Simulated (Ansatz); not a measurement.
# MgBe2SeS2: the cost of one run

Method: DFT PBE, scalar-relativistic, plane waves, PAW, in Ansatz 0.2.0.

## 1. The structure to begin with

The structure is hexagonal, space group P6/mmm (No. 191). The conventional cell has a = 3.997 Å, b = 3.997 Å, c = 8.701 Å, α = 90.00°, β = 90.00°, γ = 120.00°. Around Mg (site symmetry 6/mmm) lie 2 S at 2.45 Å. Around Be (site symmetry -6m2) lie 3 Be at 2.31 Å and 3 Se at 2.31 Å. Se (site symmetry 6/mmm) is surrounded by 2 S at 1.90 Å and 6 Be at 2.31 Å. Around S (site symmetry 6mm) lie 1 Se at 1.90 Å and 1 Mg at 2.45 Å.

Coordinates:

```
CELL_PARAMETERS angstrom
3.99660 0.00000 0.00000
-1.99830 3.46116 0.00000
0.00000 0.00000 8.70076
ATOMIC_POSITIONS crystal
Mg 0.00000 0.00000 0.00000
Be 0.33333 0.66667 0.50000
Be 0.66667 0.33333 0.50000
Se 0.00000 0.00000 0.50000
S 0.00000 0.00000 0.71790
S 0.00000 0.00000 0.28210
```

The cell is invented: random cell by space group and Wyckoff sites (P6/mmm, No. 191). Its size is a rough estimate.

## 2. The guess as it stands, on a coarse mesh

File input.yaml:

```yaml
crystal:
  lattice:
    - [3.99660139, 0.0, 0.0]
    - [-1.9983007, 3.46115833, 0.0]
    - [0.0, 0.0, 8.70076058]
  atoms:
    - { symbol: Mg, position: [0.0, 0.0, 0.0] }
    - { symbol: Be, position: [0.33333333, 0.66666667, 0.5] }
    - { symbol: Be, position: [0.66666667, 0.33333333, 0.5] }
    - { symbol: Se, position: [0.0, 0.0, 0.5] }
    - { symbol: S, position: [0.0, 0.0, 0.71790233] }
    - { symbol: S, position: [0.0, 0.0, 0.28209767] }
basis:
  ecutwfc: 420
kpoints:
  mp_grid: { grid: [6, 6, 2] }
hamiltonian:
  xc: pbe
scf:
  occupations: { method: gaussian, width: 0.1 }
  lower_state_search: "off"
output:
  forces: true
  stress: true
  eigenvalues: true
```

The run is started by

```console
$ ansatz run input.yaml --threads 1 --pin off --max-ram 2560MiB --backend cpu --events-out ev --progress --plain --runs-dir out
```

What time and memory should one allow on 1 thread of Intel Xeon at 2.70GHz, shared host?

About 3.9 s, with a peak of 0.4 GiB.
